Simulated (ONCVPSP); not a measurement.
**Pseudopotential generation for Sm: ONCV, PBEsol**

Task: generate the file, and judge it by its errors in other configurations, its logarithmic derivatives, its ghosts and its cutoff.

Program: ONCVPSP 4.0.1.1 (patched build). Reference atom: PBEsol, scalar-relativistic, spherical and spin-unpolarised. All values are calculated.

**1. Starting point**

The settings as typed:

```json
{
  "element": "samarium (Sm, Z = 62)",
  "type": "optimised norm-conserving Vanderbilt (ONCV)",
  "frozen core": "[Kr] 4d10",
  "valence charge": "16",
  "reference configuration": "4f5.5 5s2 5p6 5d0.5 6s2",
  "partial waves": "5s+6s: rc 2.50 bohr, ncon 4, nbas 7, qcut 5.8 1/bohr, 2 projectors; 5p: rc 2.55 bohr, ncon 3, nbas 6, qcut 5.6 1/bohr, 2 projectors, debl 1.1 Ha; 5d: rc 3.35 bohr, ncon 3, nbas 7, qcut 5.5 1/bohr, 2 projectors, debl 1.2 Ha; 4f: rc 0.80 bohr, ncon 4, nbas 9, qcut 15.2 1/bohr, 2 projectors, debl 3.5 Ha",
  "local potential": "polynomial inside 0.75 bohr (lpopt 5, dvloc0 0 Ha)",
  "core correction": "not asked for"
}
```

The nodes and maxima of the atom's own shells, from an earlier all-electron run, set the scale for the radii.

All-electron outer shells of the reference configuration (PBEsol, scalar-relativistic, ld1.x):

| shell | level (eV) | outermost node (bohr) | outermost maximum (bohr) |
| --- | --- | --- | --- |
| 4d | -131.86 | 0.28 | 0.59 |
| 5s | -45.01 | 0.68 | 1.25 |
| 5p | -24.63 | 0.73 | 1.42 |
| 4f | -5.12 | – | 0.61 |
| 6s | -3.83 | 1.68 | 3.57 |
| 5d | -2.23 | 0.83 | 2.09 |
| 6p | -1.27 | 2.02 | 4.76 |

**2. Generating the potential**

Sm.dat reads:

```
# ATOM AND REFERENCE CONFIGURATION
# atsym  z   nc   nv     iexc    psfile
  Sm 62.00    9    5  -116133      upf
#
#   n    l    f
    1    0    2.00
    2    0    2.00
    2    1    6.00
    3    0    2.00
    3    1    6.00
    3    2   10.00
    4    0    2.00
    4    1    6.00
    4    2   10.00
    4    3    5.50
    5    0    2.00
    5    1    6.00
    5    2    0.50
    6    0    2.00
#
# PSEUDOPOTENTIAL AND OPTIMIZATION
# lmax
    3
#
#   l,   rc,      ep,       ncon, nbas, qcut
    0    2.50    0.00    4    7    5.80
    1    2.55    0.00    3    6    5.60
    2    3.35    0.00    3    7    5.50
    3    0.80    0.00    4    9   15.20
#
# LOCAL POTENTIAL
# lloc, lpopt,  rc(5),   dvloc0
    4    5    0.75    0.00
#
# VANDERBILT-KLEINMAN-BYLANDER PROJECTORs
# l, nproj, debl
    0    2    1.20
    1    2    1.10
    2    2    1.20
    3    2    3.50
#
# MODEL CORE CHARGE
# icmod, fcfact, rcfact
    0    0.00    0.00
#
# LOG DERIVATIVE ANALYSIS
# epsh1, epsh2, depsh
   -3.00    5.00    0.02
#
# OUTPUT GRID
# rlmax, drl
    6.00    0.01
#
# TEST CONFIGURATIONS
# ncnf
    4
# nvcnf
#   n    l    f
    5
    4    3    6.00
    5    0    2.00
    5    1    6.00
    5    2    0.00
    6    0    2.00
#
    5
    4    3    6.00
    5    0    2.00
    5    1    6.00
    5    2    0.00
    6    0    1.00
#
    5
    4    3    6.00
    5    0    2.00
    5    1    6.00
    5    2    0.00
    6    0    0.00
#
    6
    4    3    6.00
    5    0    2.00
    5    1    6.00
    5    2    0.00
    6    0    0.00
    6    1    1.00
#
```

Run with:

```
$ oncvpsp.x < Sm.dat > Sm.out
```

Q: Predict the outcome of this session. Wanted: cutoffs for 1 and 0.1 mHa per electron, occupied waves; bound ghosts; GHOST(+) flags; largest phase difference near zero energy, channels read.

As calculated:

| quantity | value |
| --- | --- |
| cutoffs for 1 and 0.1 mHa per electron, occupied waves | 484 Ha and 567 Ha |
| bound ghosts | s at -495.49 eV, p at -179.77 eV |
| GHOST(+) flags | s at 98 eV, d at 168 eV |
| largest phase difference near zero energy, channels read | 0.001 rad |

In words: It has a bound ghost (s, p), a state that the atom doesn't have, and that rules the file out. It counts as very hard, with 484 Ha needed at the looser tolerance. At the looser tolerance the 4f wave is the slowest; 5s needs 9 Ha. Near zero energy the phases of the channels with partial waves agree within 0.001 rad. The program also flags highly localised states, GHOST(+) (s, d).
